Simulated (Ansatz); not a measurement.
**B3LYP/6-31G(d) (spherical functions) run of C2HClF2 (SMILES FC(F)=CCl)**

Aim: the electronic atomisation energy of C2HClF2 at B3LYP/6-31G* (spherical functions), from 5 runs. 

Program for the calculation: Ansatz 0.2.0.

68 further runs of the same task are left out: 68 set aside as unsound or not needed.

### 1 The system as given

C2HClF2: 6 atoms, total charge 0, spin state singlet. SMILES: `FC(F)=CCl`. Geometry: relaxed at PBE0-D4/def2-TZVP.

Bond lengths: F1–C2 1.312 Å, C2–F3 1.305 Å, C2–C4 1.321 Å, C4–Cl5 1.706 Å, C4–H6 1.079 Å. Angles: F1–C2–F3 111.1°, F1–C2–C4 123.1°, F3–C2–C4 125.8°, C2–C4–Cl5 122.3°, C2–C4–H6 120.1°, Cl5–C4–H6 117.5°.

### 2 A single-point energy at B3LYP/6-31G(d) (spherical functions)

The input, in.yaml:

```yaml
crystal:
  periodic: [false, false, false]
  atoms:
    - symbol: F
      position_ang: [0.901010, -0.810380, 1.342040]
    - symbol: C
      position_ang: [0.267650, -0.562200, 0.220370]
    - symbol: F
      position_ang: [0.192510, -1.632620, -0.522730]
    - symbol: C
      position_ang: [-0.218360, 0.626770, -0.086550]
    - symbol: Cl
      position_ang: [-1.039010, 0.926430, -1.552100]
    - symbol: H
      position_ang: [-0.103800, 1.452000, 0.598970]
basis:
  gaussian:
    orbitals: 6-31G_st_-spherical.json
hamiltonian:
  xc: {name: B3LYP}
output: {orbitals: {seedname: orbitals}}
accuracy: high
```

The basis set 6-31G* is read from a file made from the Basis Set Exchange's data (not shown).

On the command line:

```
ansatz run in.yaml --threads 1 --pin off --max-ram 3480MiB --events-out events.jsonl --progress --plain --runs-dir runs
```

Log:

```text
Warning: RAYON_NUM_THREADS=1 ignored (pool sized by the plan → 1); use --threads N
Functional definition: B3LYP
  name "B3LYP"
  parameter a0 = 0.2
  parameter ax = 0.72
  parameter ac = 0.81
  exchange = (1 - a0 - ax)*slater_x + ax*b88_x + a0*exact_x
  correlation = (1 - ac)*vwn_rpa_c + ac*lyp_c
1683 factors; integrals over basis functions are off by at most 5.4e-9 eV
mean field evaluation 1: about -20042.4195 eV, gradient 3.5e1 eV
mean field evaluation 2: about -20040.3636 eV, gradient 4.5e1 eV
mean field evaluation 4: about -20044.7844 eV, gradient 2.1e0 eV
mean field evaluation 8: about -20044.9618 eV, gradient 1.4e-1 eV
mean field evaluation 16: about -20044.9619 eV, gradient 7.5e-5 eV
mean field -20044.96187436 eV, -736.6387619197 hartree, gradient 2.2e-8 eV, S^2 0.000000; 0 other end points of the search recorded, 0 dependent functions left out
reference -20044.96190324 eV, -736.6387629807 hartree; 24, 24 occupied and 52, 52 virtual orbitals, 1683 factors
Total energy: -20044.96190324 eV, -736.6387629807 hartree
```

It took 6 s on 1 thread of Arm Neoverse V1, shared host; peak memory 0.23 GiB.

### 3 The C atom, same level

The input, molecule.yaml:

```yaml
crystal:
  periodic: [false, false, false]
  atoms:
    - {symbol: C, position_ang: [0.000000, 0.000000, 0.000000]}
basis:
  gaussian:
    orbitals: 6-31G_st_-spherical.json
hamiltonian:
  xc: {name: B3LYP}
total_charge: 0
magnetization:
  spin_polarized: true
  initial_magnetization: 2
accuracy: high
```

The basis set 6-31G* is read from a file made from the Basis Set Exchange's data (not shown).

On the command line:

```
ansatz run molecule.yaml --threads 1 --pin off --max-ram 3480MiB --events-out events.jsonl --progress --plain --runs-dir runs
```

Log, cut to the lines that bear on the results:

```text
Warning: RAYON_NUM_THREADS=1 ignored (pool sized by the plan → 1); use --threads N
[... 7 set-up lines as earlier in the session ...]
96 factors; integrals over basis functions are off by at most 1.1e-9 eV
mean field evaluation 1: about -1029.7320 eV, gradient 3.6e0 eV
mean field evaluation 2: about -1029.7994 eV, gradient 1.0e0 eV
mean field evaluation 4: about -1029.8062 eV, gradient 2.3e-1 eV
mean field evaluation 8: about -1029.8066 eV, gradient 6.7e-6 eV
mean field -1029.80656969 eV, -37.8446934081 hartree, gradient 9.8e-9 eV, S^2 2.001951; 0 other end points of the search recorded, 0 dependent functions left out
reference -1029.80658741 eV, -37.8446940593 hartree; 4, 2 occupied and 10, 12 virtual orbitals, 96 factors
Total energy: -1029.80658741 eV, -37.8446940593 hartree
```

It took 0.32 s on 1 thread of Arm Neoverse V1, shared host.

### 4 The Cl atom at the same level

The input, run.yaml:

```yaml
crystal:
  periodic: [false, false, false]
  atoms:
    - {symbol: Cl, position_ang: [0.000000, 0.000000, 0.000000]}
basis:
  gaussian:
    orbitals: 6-31G_st_-spherical.json
magnetization:
  spin_polarized: true
  initial_magnetization: 1
hamiltonian:
  xc: {name: B3LYP}
accuracy: high
```

The basis set 6-31G* is read from a file made from the Basis Set Exchange's data (not shown).

Run the same way, it converges to -460.13279 Eh (log not shown).

### 5 The F atom

The input, job.yaml:

```yaml
basis:
  gaussian: {orbitals: 6-31G_st_-spherical.json}
crystal:
  periodic: [false, false, false]
  atoms:
    - {symbol: F, position_ang: [0.000000, 0.000000, 0.000000]}
magnetization: {spin_polarized: true, initial_magnetization: 1}
hamiltonian: {xc: {name: B3LYP}}
accuracy: high
```

The basis set 6-31G* is read from a file made from the Basis Set Exchange's data (not shown).

Run the same way, it converges to -99.71458 Eh (log not shown).

### 6 The H atom

The input, in.yaml:

```yaml
crystal:
  periodic: [false, false, false]
  atoms:
    - {symbol: H, position_ang: [0.000000, 0.000000, 0.000000]}
basis:
  gaussian:
    orbitals: "6-31G*"
magnetization:
  spin_polarized: true
  initial_magnetization: 1
hamiltonian:
  xc: {name: B3LYP}
accuracy: high
```

Run the same way, it converges to -0.50027 Eh (log not shown).

### 7 Outcome

At B3LYP/6-31G* (spherical functions):

```
                     quantity          value
       molecule: total energy  -736.63876 Eh
        molecule: HOMO energy       -6.91 eV
        molecule: LUMO energy        0.39 eV
      molecule: HOMO–LUMO gap        7.30 eV
         C atom: total energy   -37.84469 Eh
                 C atom: ⟨S²⟩          2.002
        Cl atom: total energy  -460.13279 Eh
                Cl atom: ⟨S²⟩          0.752
         F atom: total energy   -99.71458 Eh
                 F atom: ⟨S²⟩          0.751
         H atom: total energy    -0.50027 Eh
                 H atom: ⟨S²⟩          0.750
electronic atomisation energy      24.141 eV
```

**Reading.** Taking the molecule apart into free atoms costs 24.14 eV (2329 kJ/mol), before zero-point energy and without spin-orbit coupling.
